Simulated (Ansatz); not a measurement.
**Ru2Br: a trial structure relaxed**

Aim: relax Ru2Br from this start, rutile type (P4_2/mnm, No. 136), and see where it ends.

Program: Ansatz 0.2.0. Level of theory: DFT PBE, scalar-relativistic, plane waves, PAW. These are calculated values, not measurements.

## (1) The system as given

It takes space group P4_2/mnm (No. 136, tetragonal). The conventional cell has a = 5.682 Å, b = 5.682 Å, c = 3.660 Å, α = 90.00°, β = 90.00°, γ = 90.00°. Ru (site symmetry m2m) is surrounded by 3 Br at 2.40 to 2.46 Å. Br (site symmetry mmm) has 6 Ru at 2.40 to 2.46 Å as nearest neighbours.

Structure file:

```cif
data_structure
_symmetry_space_group_name_H-M 'P 1'
_symmetry_Int_Tables_number 1
_cell_length_a 5.6824
_cell_length_b 5.6824
_cell_length_c 3.6600
_cell_angle_alpha 90.000
_cell_angle_beta 90.000
_cell_angle_gamma 90.000
_cell_volume 118.18
loop_
_atom_site_label
_atom_site_type_symbol
_atom_site_fract_x
_atom_site_fract_y
_atom_site_fract_z
_atom_site_occupancy
Ru1 Ru 0.30600 0.30600 0.00000 1
Ru2 Ru 0.19400 0.80600 0.50000 1
Ru3 Ru 0.69400 0.69400 0.00000 1
Ru4 Ru 0.80600 0.19400 0.50000 1
Br1 Br 0.00000 0.00000 0.00000 1
Br2 Br 0.50000 0.50000 0.50000 1
```

(A quick probe on a coarse mesh, which set the mesh and smearing, is not shown.)

## (3) A loose first relaxation

input.yaml

```yaml
crystal:
  lattice:
    - [5.6823869769, 0.0, 0.0]
    - [0.0, 5.6823869769, 0.0]
    - [0.0, 0.0, 3.6600311416]
  atoms:
    - { symbol: Ru, position: [0.306, 0.306, 0.0] }
    - { symbol: Ru, position: [0.194, 0.806, 0.5] }
    - { symbol: Ru, position: [0.694, 0.694, 0.0] }
    - { symbol: Ru, position: [0.806, 0.194, 0.5] }
    - { symbol: Br, position: [0.0, 0.0, 0.0] }
    - { symbol: Br, position: [0.5, 0.5, 0.5] }
basis:
  ecutwfc: 420
kpoints:
  mp_grid: { grid: [4, 4, 6] }
hamiltonian:
  xc: pbe
scf:
  occupations: { method: gaussian, width: 0.1 }
  lower_state_search: "off"
output:
  forces: true
  stress: true
  eigenvalues: true
relax:
  adjacent_minimum: "off"
  f_tol: 0.04
  max_steps: 70
  cell: { stress_tol: 0.4 }
```

On the command line:

```console
> ansatz run input.yaml --threads 1 --pin off --max-ram 2560MiB --backend cpu --events-out ev --progress --plain --runs-dir out
```

The session goes on with these runs: relaxing cell and atoms.

Before running it: what results should come out?

The runs gave:

Formation energies count from the elements, computed with the same settings in runs not shown here.

```
                          quantity                                                                      value
                              cell  a = 5.336 Å, b = 5.336 Å, c = 3.880 Å, α = 90.00°, β = 90.00°, γ = 90.00°
                       space group                                                         P4_2/mnm (No. 136)
                            volume                                                              18.41 Å³/atom
                   gap on the mesh                                                               none (metal)
formation energy from the elements                                                             +1.577 eV/atom
```

In words: The space group stayed P4_2/mnm, and from the first guess the volume went from 19.70 to 18.41 Å³/atom. The formation energy of +1.58 eV/atom is positive, so the elements lie lower than this structure; another structure of the compound can lie lower.
